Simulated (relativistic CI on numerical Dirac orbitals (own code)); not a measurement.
# Bi XLVIII (Bi⁴⁷⁺): levels and lines

Aim: the low levels of Bi⁴⁷⁺, their labels and the strongest lines; runs with one setting changed show what the result hangs on.

Method: Dirac-Coulomb-Breit CI, KLI orbitals optimised for each configuration, model QED (radiative potential, 1s self-energy scaled to tabulated hydrogen-like ionisation energies). Code: relativistic CI on numerical Dirac orbitals (own code) version 4.

**1. What is computed**

```
ion                       : Bi⁴⁷⁺ (Bi XLVIII)
nuclear charge            : 83
electrons                 : 36
isotope                   : A = 209
first configuration typed : [Ar] 3d10 4s2 4p6
```

Outer shells as boxes (Hund's rule):

first configuration typed
```
[Ar] core
3d [↑↓][↑↓][↑↓][↑↓][↑↓]
4s [↑↓]
4p [↑↓][↑↓][↑↓]
```

**2. Base run**

Settings, as recorded:

```ini
atom Bi  Z=83  charge=47  electrons=36
nucleus A=209  rms_radius_fm=5.5211
hamiltonian dirac-coulomb  breit=on  qed=on  c_scale=1
orbitals kli  potential=per-configuration
slater_scale 1
correlation none
mixing on
configurations
  [Ar] 3d10 4s2 4p6
  [Ar] 3d10 4s2 4p5 4d
  [Ar] 3d10 4s 4p6 4d
  [Ar] 3d10 4s2 4p5 4f
  [Ar] 3d10 4s 4p6 4f
  [Ar] 3d10 4p6 4d 4f
  [Ar] 3d10 4s2 4p5 5s
  [Ar] 3d10 4p6 4d2
  [Ar] 3d10 4p5 4d3
  [Ar] 3d10 4p5 4d2 4f
  [Ar] 3d10 4p5 4d2 5s
  [Ar] 3d10 4p6 4f2
  [Ar] 3d10 4p5 4d 4f2
  [Ar] 3d10 4p5 4f3
  [Ar] 3d10 4p5 4f2 5s
end
```

Launch:

```sh
python run_levels.py task.json out
```

task.json lists these runs, among others, and the program works through them in turn.

**3. Correlation estimate p86**

Changes to the settings of step 2:

```diff
@@ -5,3 +5,3 @@
 slater_scale 1
-correlation none
+correlation p86
 mixing on
```

**4. Non-relativistic limit (c × 1000)**

Changes to the settings of step 3:

```diff
@@ -2,6 +2,6 @@
 nucleus A=209  rms_radius_fm=5.5211
-hamiltonian dirac-coulomb  breit=on  qed=on  c_scale=1
+hamiltonian dirac-coulomb  breit=off  qed=off  c_scale=1000
 orbitals kli  potential=per-configuration
 slater_scale 1
-correlation p86
+correlation none
 mixing on
```

**5. The first configuration alone**

Settings, as recorded:

```ini
atom Bi  Z=83  charge=47  electrons=36
nucleus A=209  rms_radius_fm=5.5211
hamiltonian dirac-coulomb  breit=on  qed=on  c_scale=1
orbitals kli  potential=per-configuration
slater_scale 1
correlation none
mixing on
configurations
  [Ar] 3d10 4s2 4p6
end
```

(Steps that only read results are left out.)

**Question.** What will these runs give? Wanted: lowest level; first excitation; lowest level of the other parity; fastest E1 line; ionisation energy.

The runs gave:

| run | time | mean size of shift, levels followed (cm⁻¹) | lowest level | ionisation energy (eV) |
| --- | --- | --- | --- | --- |
| main run | 1 s | 0 | 4p6 1S0 | 2640.1 |
| correlation estimate p86 | 1.1 s | 1796 | 4p6 1S0 | 2642.2 |
| non-relativistic limit (c × 1000) | 0.62 s | 385535 | 4p6 1S0 | - |
| the first configuration alone | 0.041 s | - | 4p6 1S0 | - |

The tabulated theoretical ionisation energy (NIST) is 2641 eV.

| quantity | value |
| --- | --- |
| lowest level | 4p6 1S0 |
| first excitation | 4p5 4d 3P°0, 180.59 eV |
| lowest level of the other parity | 4p5 4d 3P°0, 180.59 eV |
| levels in the model | 1757 |
| fastest E1 line (by rate) to the lowest level among the lowest 200 of 1757 levels | 1.319 nm, from 4p5 5s [4p3/2^3 5s] J=1° |
| ionisation energy | 2640.1 eV |
| ionisation energy, tabulated theoretical (NIST) | 2641 eV |

**Reading.** The lowest level is 4p6 1S0, 100 % pure in LS and 100 % in jj coupling; over the low levels the means are 68 and 97 %, so jj coupling describes them better. The ionisation energy agrees with the tabulated theoretical value within its uncertainty of 4 eV. The largest mover is «non-relativistic limit (c × 1000)» (385535 cm⁻¹ on average). Lifetimes count radiative decay inside the model alone.
